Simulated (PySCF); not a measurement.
# CH6BF2OP: the cost of one run

Computed with PySCF 2.14.0, with density-fitted response routines of our own, on a single molecule in the gas phase. Atoms count from 0, in the outputs and in this text.

### 1 The starting structure

12 atoms, charge 0, multiplicity 1; geometry from: PBE0-D3(BJ)/def2-SVP.

Bonds of the start (Å): F0–C1 1.38, C1–F2 1.34, C1–O3 1.33, O3–B4 1.44, B4–P5 2.03, C1–H6 1.11, B4–H7 1.23, B4–H8 1.22, P5–H9 1.42, P5–H10 1.42, P5–H11 1.41.

### 2 NMR shieldings: PBE0/pcSseg-1

The job: settings as JSON, then the geometry in Å.

```
{"job": {"kind": "nmr", "xc": "PBE0", "basis": "pcSseg-1", "pop": false}, "charge": 0, "multiplicity": 1}
F     -1.161459    -1.253038     0.596403
C     -1.770556    -0.224225    -0.095058
F     -2.823552    -0.762479    -0.716610
O     -0.932207     0.280745    -0.992031
B      0.233180     0.990196    -0.521106
P      1.568015    -0.375213     0.177234
H     -2.120653     0.500619     0.665482
H      0.077180     1.716456     0.454139
H      0.882360     1.476394    -1.428729
H      2.887013     0.123922     0.305708
H      1.799719    -1.513656    -0.630959
H      1.400204    -0.988142     1.441270
```

Method: GIAO PBE0/pcSseg-1 NMR shielding, non-relativistic, gas phase.

Launch:

```bash
$ OMP_NUM_THREADS=1 python probes_run.py task.json out
```

One launch serves the whole session: the jobs run in the order shown.

**Question.** How long does this first job take on 1 thread of Arm Neoverse N1, shared host, and how much memory does it need?

About 21 s, with a peak of 0.74 GiB.
